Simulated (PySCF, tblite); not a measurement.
# C5H4F2O: geometry, infrared bands and NMR shifts

Aim: predict the infrared bands and NMR shifts of C5H4F2O (`CO/C(F)=C1C=C\1F`).

Computed with tblite 0.8.0 and PySCF 2.14.0, with density-fitted response routines of our own, on a single molecule in the gas phase. Atoms count from 0, in the outputs and in this text.

**1. Starting geometry**

12 atoms, charge 0, multiplicity 1; geometry from: force field or distance geometry start.

Bonds of the start (Å): C0–O1 1.42, O1–C2 1.40, C2–F3 1.34, C2–C4 1.30, C4–C5 1.38, C5–C6 1.35, C6–F7 1.35, C6–C4 1.39, C0–H8 1.10, C0–H9 1.10, C0–H10 1.10, C5–H11 1.08.

**2. Relaxing the molecule with GFN2-xTB**

Job settings and geometry (Å):

```
{"job": {"kind": "relax", "xc": "GFN2-xTB", "basis": "xTB"}, "charge": 0, "multiplicity": 1}
C     -2.307800     0.043400     0.248700
O     -1.058000     0.631900    -0.061500
C     -0.056900    -0.339100    -0.105400
F     -0.360000    -1.630600     0.097800
C      1.175800    -0.006800    -0.365600
C      2.141600     0.941300    -0.658300
C      2.506500    -0.357200    -0.558900
F      3.347700    -0.724100     0.434900
H     -3.054500     0.845300     0.284300
H     -2.302600    -0.444300     1.233900
H     -2.619100    -0.665700    -0.530500
H      2.588600     1.705200    -0.045400
```

On the command line:

```console
$ OMP_NUM_THREADS=1 python probes_run.py task.json out
```

This one command runs all jobs of the session in turn.

**Question.** This job is followed by: GFN2-xTB harmonic vibrations, gas phase; GIAO PBE0/pcSseg-1 NMR shielding, non-relativistic, gas phase. What will the session give for the following? strongest single infrared mode (GFN2-xTB); zero-point energy (GFN2-xTB); ¹³C shifts against TMS (PBE0/pcSseg-1); ¹H shifts against TMS (PBE0/pcSseg-1, means over atoms taken as alike); ¹⁷O shifts against H2O (PBE0/pcSseg-1); ¹⁹F shifts against CFCl3 (PBE0/pcSseg-1).

The runs gave:

| quantity | value |
| --- | --- |
| strongest single infrared mode (GFN2-xTB) | 1118 cm⁻¹, 309 km/mol |
| zero-point energy (GFN2-xTB) | 47.5 kcal/mol |
| ¹³C shifts against TMS (PBE0/pcSseg-1) | 161.2, 152.6, 92.7, 91.7, 59.5 ppm |
| ¹H shifts against TMS (PBE0/pcSseg-1, means over atoms taken as alike) | 5.78, 3.88 ppm |
| ¹⁷O shifts against H2O (PBE0/pcSseg-1) | 82.0 ppm |
| ¹⁹F shifts against CFCl3 (PBE0/pcSseg-1) | -125.3, -141.2 ppm |

The optimisation took 107 steps and gained 1.900 eV; among the close pairs (by a distance rule), C4–C5 changed most, from 1.385 to 1.484 Å. No mode is imaginary among the 30: a minimum at this level. The strongest single mode, at 1118 cm⁻¹, has its largest shares on C5, H9, C6 and F7 (the list is cut at 4 atoms). GFN2-xTB is a fitted tight-binding method: band positions and strengths are rough. Its intensities can rank the bands wrongly. The most deshielded hydrogen is H11 (hydrogen on an alkene CH), at 5.78 ppm: attached to an sp2 carbon and in the plane of the double bond. At PBE0/pcSseg-1: The widest tensor belongs to F7: span 357 ppm, with a paramagnetic part of -172 ppm.
